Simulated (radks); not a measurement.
**Valence configurations of Ge**

An exercise on one series of results from a longer session: the logs are not shown, and one member is left open.

The numbers are computed with radks (a radial shooting solver on a logarithmic mesh, Libxc functionals) version 1 (Dirac Kohn-Sham, PBE, spin-unpolarised, spherical densities, finite nucleus; open shells fill j = l - 1/2 first), except any that are marked as measured or tabulated.

## The system

- element: germanium (Z = 32)
- charge: 0
- electrons: 32
- configuration: [Ar] 3d10 4s2 4p2
- nuclear rms radius: 4.0742 fm
- others tried: 3d9.5 4s2 4p2.5; 3d8 4s2 4p4; 3d10 4s1 4p3; 3d10 4s1.5 4p2.5; 3d9.5 4s1 4p3.5; 3d9 4s2 4p3; 3d8.5 4s1 4p4.5; 3d8.5 4s0.5 4p5

Set-up of the first run:

Settings of this run:

```text
Z 32
configuration [Ar] 3d10 4s2 4p2
relativity Dirac
functional pbe,pbe
spin unpolarised
j_filling energy
nucleus finite rms 4.0742 fm
c 137.035999084
```

On the command line:

```console
python run_ks.py task.json out
```

This one command runs every case of the session in turn.

Steps of the session up to this table: [Ar] 3d10 4s2 4p2.

One table of the session follows, with a row left open; its other results are not shown here.

Sizes of the orbitals, from the radial functions (bohr):

```
level     <r>  outermost maximum (interpolated)  90 % within  nodes
3s1/2  0.6241                             0.543        0.934      2
3p1/2  0.6398                             0.538        0.984      1
3p3/2  0.6505                             0.546         1.00      1
3d3/2  0.7335                             0.502         1.25      0
3d5/2  0.7389                             0.505         1.25      0
4s1/2       ?                                 ?            ?      ?
4p1/2   2.871                              2.19         4.55      2
4p3/2   2.931                              2.23         4.65      2
```

**Question.** Estimate the row for 4s1/2.

As computed: <r>: 2.119; outermost maximum (interpolated): 1.74; 90 % within: 3.21; nodes: 3. In the column «<r>» it lies between 3d5/2 (0.7389) and 4p1/2 (2.871).
